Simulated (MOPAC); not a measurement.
# BSiN2H7O (SMILES NB(N)O[SiH3]) at PM3

Wanted: a structure relaxation of BSiN2H7O. 

The calculation is run with MOPAC 23.2.5.

2 further runs of the same task are left out: 1 that didn't finish, 1 set aside as unsound or not needed.

## (1) The structure to begin with

BSiN2H7O has 12 atoms, charge 0, and is taken as a singlet. SMILES: `NB(N)O[SiH3]`. All atoms were displaced at random from a relaxed shape. The run starts from this shape.

Bond lengths: N1–B2 1.417 Å, B2–N3 1.413 Å, B2–O4 1.393 Å, O4–Si5 1.613 Å, N1–H6 0.998 Å, N1–H7 1.015 Å, N3–H8 0.997 Å, N3–H9 1.010 Å, Si5–H10 1.495 Å, Si5–H11 1.503 Å, Si5–H12 1.471 Å. Some angles: N1–B2–N3 122.6°, N1–B2–O4 120.6°, N3–B2–O4 116.7°, B2–O4–Si5 136.0°, B2–N1–H6 123.2°, B2–N1–H7 124.0°, B2–N3–H8 122.1°, B2–N3–H9 123.6°, O4–Si5–H10 111.8°, O4–Si5–H11 108.4°.

## (2) A structure relaxation at PM3

calc.mop

```
PM3 CYCLES=300 EF MULLIK PRECISE DISP GNORM=0.01 AUX(PRECISION=6) T=10M THREADS=1
BH7N2OSi

N     -0.949731 1     1.056670 1     0.643433 1
B     -0.315799 1    -0.209297 1     0.687716 1
N     -0.413647 1    -1.071446 1     1.802658 1
O      0.448157 1    -0.658696 1    -0.386864 1
Si     1.034770 1    -0.013445 1    -1.743577 1
H     -0.953578 1     1.637463 1    -0.168294 1
H     -1.532637 1     1.425831 1     1.387311 1
H      0.055437 1    -1.950420 1     1.835949 1
H     -0.938037 1    -0.849718 1     2.637165 1
H      0.210885 1     1.144408 1    -2.208111 1
H      1.018192 1    -1.066503 1    -2.816290 1
H      2.411342 1     0.469826 1    -1.554562 1
```

Command:

```sh
$ mopac calc.mop
```

What values should one expect? Wanted: total energy at the end; dipole moment; HOMO energy; LUMO energy; HOMO–LUMO gap; heat of formation.

Answer, from the run:

At PM3:

| quantity | value |
| --- | --- |
| total energy at the end | -33.01362 Eh |
| dipole moment | 1.01 D |
| HOMO energy | -8.63 eV |
| LUMO energy | 0.77 eV |
| HOMO–LUMO gap | 9.40 eV |
| heat of formation | -130.7 kcal/mol |

What this shows: At the final geometry: Bond lengths: N1–B2 1.474 Å, B2–N3 1.469 Å, B2–O4 1.374 Å, O4–Si5 1.693 Å, N1–H6 0.994 Å, N1–H7 0.992 Å, N3–H8 0.992 Å, N3–H9 0.992 Å, Si5–H10 1.503 Å, Si5–H11 1.502 Å, Si5–H12 1.502 Å. Some angles: N1–B2–N3 122.6°, N1–B2–O4 123.7°, N3–B2–O4 113.7°, B2–O4–Si5 126.8°, B2–N1–H6 118.0°, B2–N1–H7 120.0°, B2–N3–H8 118.8°, B2–N3–H9 118.7°, O4–Si5–H10 114.1°, O4–Si5–H11 107.0°. The optimisation took 100 steps and changed the energy by -0.299 eV. Mulliken charges run from -0.37 on O4 to +0.79 on Si5.
